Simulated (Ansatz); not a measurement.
The system is AlV2C.

```
V Al C
1.0
     2.88760    0.00000    0.00000
    -1.44380    2.50073    0.00000
     0.00000    0.00000   13.10482
V Al C
4 2 2
Direct
  0.33333 0.66667 0.91362
  0.66667 0.33333 0.08638
  0.66667 0.33333 0.41362
  0.33333 0.66667 0.58638
  0.66667 0.33333 0.75000
  0.33333 0.66667 0.25000
  0.00000 0.00000 0.50000
  0.00000 0.00000 0.00000
```

The cell comes from a database or a generator and needn't be the stable form of this composition.

Below is the output of Ansatz 0.2.0 for this cell. Logs are shortened: lines on timing, memory, paths and dates and some standing lists are left out, and cuts for length are marked.

```text
Warning: RAYON_NUM_THREADS=4 ignored (pool sized by the plan → 4); use --threads N
Engine: ansatz 0.2.0, aarch64-unknown-linux-gnu
Pseudopotentials: kind: paw
Pseudopotential: V, paw, valence charge 13, recommended cutoff 420 eV (normal), V.paw.azcp
Pseudopotential: Al, paw, valence charge 3, recommended cutoff 420 eV (normal), Al.paw.azcp
Pseudopotential: C, paw, valence charge 4, recommended cutoff 420 eV (normal), C.paw.azcp
Functional definition: BLYP
  parameter beta = 0.0042
  parameter a = 0.04918
  parameter b = 0.132
  parameter c = 0.2533
  parameter d = 0.349
  exchange = b88_x(beta = beta)
  correlation = lyp_c(a = a, b = b, c = c, d = d)
Crystal: 8 atoms, lattice volume = 94.631 Å³
Basis set: ecut = 420 eV, 1855 PW (Γ), exchange–correlation on 40×40×180 points (8 copies of the dense FFT grid, shifted against one another)
Bands: 45, of which v1, the nominal top of the filled ones, is band 33 counted from 1 (32 counted from 0)
Symmetry: 24 space group operations
Space group: P63/mmc (ITA 194), of the structure as read, at distance tolerance 4.6e-5 Å
Magnetic group: BNS 194.263 (UNI 1493), of the structure as read, at distance tolerance 4.6e-5 Å
[... 160 lines left out ...]
  atom   2  V     -0.00000000    -0.00000000     0.00002749
  atom   3  V      0.00000000    -0.00000000    -0.00002749
  atom   4  V      0.00000000     0.00000000     0.00002749
  atom   5  Al     0.00000000    -0.00000000     0.00000000
  atom   6  Al     0.00000000     0.00000000     0.00000000
  atom   7  C      0.00000000    -0.00000000     0.00000000
  atom   8  C      0.00000000     0.00000000    -0.00000000
  max |Σ_I F_I| component: 1.11e-16 eV/Å
--- Stress (GPa, compression-positive) ---
        0.013132       0.000000       0.000000
        0.000000       0.013132       0.000000
        0.000000       0.000000       0.008093
  P = ⅓ Tr σ = 0.0115 GPa (0.115 kbar)
--- Band table (eV; the first three rows and the last of 64) ---
  k-point 0 ↑: bands = ["-50.6951", "-50.6950", "-50.6424", "-50.6423", "-24.7825", "-24.7806", "-24.4846", "-24.4826", "-24.4676", "-24.4676", "-24.4676", "-24.4676", "-24.4302", "-24.4302", "-24.4302", "-24.4302", "1.3060", "1.3885", "4.8834", "5.4434", "7.3799", "8.3755", "10.4191", "10.4191", "10.4223", "10.4223", "10.8621", "11.6928", "12.8673", "13.1212", "13.3374", "13.3374", "13.3537", "13.3537", "14.1032", "14.1032", "14.1420", "14.1420", "14.8612", "14.8612", "14.9108", "14.9108", "16.6657", "17.0731", "18.6047"]
  k-point 1 ↑: bands = ["-50.6951", "-50.6951", "-50.6424", "-50.6424", "-24.7815", "-24.7815", "-24.4836", "-24.4836", "-24.4676", "-24.4676", "-24.4676", "-24.4676", "-24.4302", "-24.4302", "-24.4302", "-24.4302", "1.3462", "1.3462", "5.1292", "5.1292", "7.8787", "7.8787", "10.4206", "10.4206", "10.4206", "10.4206", "11.2891", "11.2891", "13.0169", "13.0169", "13.3455", "13.3455", "13.3455", "13.3455", "14.1221", "14.1221", "14.1221", "14.1221", "14.8865", "14.8865", "14.8865", "14.8865", "16.8338", "16.8338", "19.0564"]
  k-point 2 ↑: bands = ["-50.6910", "-50.6910", "-50.6402", "-50.6401", "-24.7761", "-24.7743", "-24.5094", "-24.5085", "-24.4761", "-24.4760", "-24.4692", "-24.4682", "-24.4502", "-24.4501", "-24.4328", "-24.4328", "1.4314", "1.5057", "5.0673", "5.5779", "7.5738", "8.5238", "9.9770", "10.2204", "10.4409", "10.4442", "11.1805", "11.6646", "12.8581", "13.1325", "13.1492", "13.2167", "13.4402", "13.4606", "13.8612", "14.0567", "14.0727", "14.0996", "14.9130", "14.9165", "14.9694", "15.0128", "16.7593", "17.3087", "18.7265"]
  k-point 31 ↓: bands = ["-50.6272", "-50.6272", "-50.6217", "-50.6217", "-24.7433", "-24.7433", "-24.7159", "-24.7159", "-24.6821", "-24.6821", "-24.5999", "-24.5999", "-24.5201", "-24.5201", "-24.5059", "-24.5059", "3.1594", "3.1594", "8.5762", "8.5762", "9.0750", "9.0750", "9.9457", "9.9457", "10.6029", "10.6029", "11.2398", "11.2398", "11.8610", "11.8610", "12.1938", "12.1938", "13.0385", "13.0385", "14.4717", "14.4717", "14.8935", "14.8935", "15.4975", "15.4975", "15.6901", "15.6901", "15.9163", "15.9163", "17.1476"]
--- Relaxed structure (5 steps of the walk, 5 accepted, 2 SCFs on fresh bases) ---
  F+E_penalty+E_count = -13264.18514021 eV   max|allowed force component| = 2.749e-5 eV/Å   (the final SCF, on the basis selected at the relaxed cell)
  cell:  # Å, volume = 99.2375 Å³
    - [2.9485871186952153, 0.0, 0.0]
    - [-1.4742935593476076, 2.5535513500616185, 0.0]
    - [0.0, 0.0, 13.180058461844359]
  atoms:
    - { symbol: V, position: [0.33333333333333326, 0.6666666666666665, 0.9145883165133629] }
    - { symbol: V, position: [0.6666666666666665, 0.33333333333333326, 0.085411683486637] }
    - { symbol: V, position: [0.6666666666666665, 0.33333333333333326, 0.4145883165133629] }
    - { symbol: V, position: [0.33333333333333326, 0.6666666666666665, 0.585411683486637] }
    - { symbol: Al, position: [0.6666666666666665, 0.33333333333333326, 0.75] }
    - { symbol: Al, position: [0.33333333333333326, 0.6666666666666665, 0.24999999999999997] }
    - { symbol: C, position: [-4.0124096780513814e-33, 3.730393795618262e-35, 0.49999999999999994] }
    - { symbol: C, position: [-4.1238319097894414e-33, -9.105369802208078e-35, 8.738679912542626e-20] }
```

Question: What input gives this log?

Answer: Relaxation of cell and atoms with BLYP, collinear spin, ferromagnetic start. The files as run (others can give the same):

input.yaml
```yaml
crystal:
  lattice:
    - [2.8875990726, 0.0, 0.0]
    - [-1.4437995363, 2.5007341528, 0.0]
    - [0.0, 0.0, 13.10482311]
  atoms:
    - { symbol: V, position: [0.3333333333, 0.6666666667, 0.91361578], spin: 2.0 }
    - { symbol: V, position: [0.6666666667, 0.3333333333, 0.08638422], spin: 2.0 }
    - { symbol: V, position: [0.6666666667, 0.3333333333, 0.41361578], spin: 2.0 }
    - { symbol: V, position: [0.3333333333, 0.6666666667, 0.58638422], spin: 2.0 }
    - { symbol: Al, position: [0.6666666667, 0.3333333333, 0.75] }
    - { symbol: Al, position: [0.3333333333, 0.6666666667, 0.25] }
    - { symbol: C, position: [0.0, 0.0, 0.5] }
    - { symbol: C, position: [0.0, 0.0, 0.0] }
hamiltonian:
  xc: blyp
  pseudopotentials: { kind: paw }
magnetization:
  spin_polarized: true
kpoints:
  mp_grid: { grid: [11, 11, 2] }
scf:
  occupations: { method: fermi_dirac, width: 0.05 }
output:
  forces: true
  stress: true
  eigenvalues: true
relax:
  f_tol: 0.01
  max_steps: 40
  cell: { stress_tol: 0.05 }
```

Potentials or basis: Ansatz PAW.
Launch:
```console
$ ansatz run input.yaml --threads 4 --pin off --max-ram 11264MiB --backend cpu --events-out ev --progress --plain --runs-dir out
```

Caveat: the plane-wave basis is chosen anew once the cell has moved, so the energies of steps on either side of that aren't comparable; the PAW data sets come from PBE, with cores solved anew for the run's functional, which leaves a small shift of forces and pressure; the starting moments weren't kept.
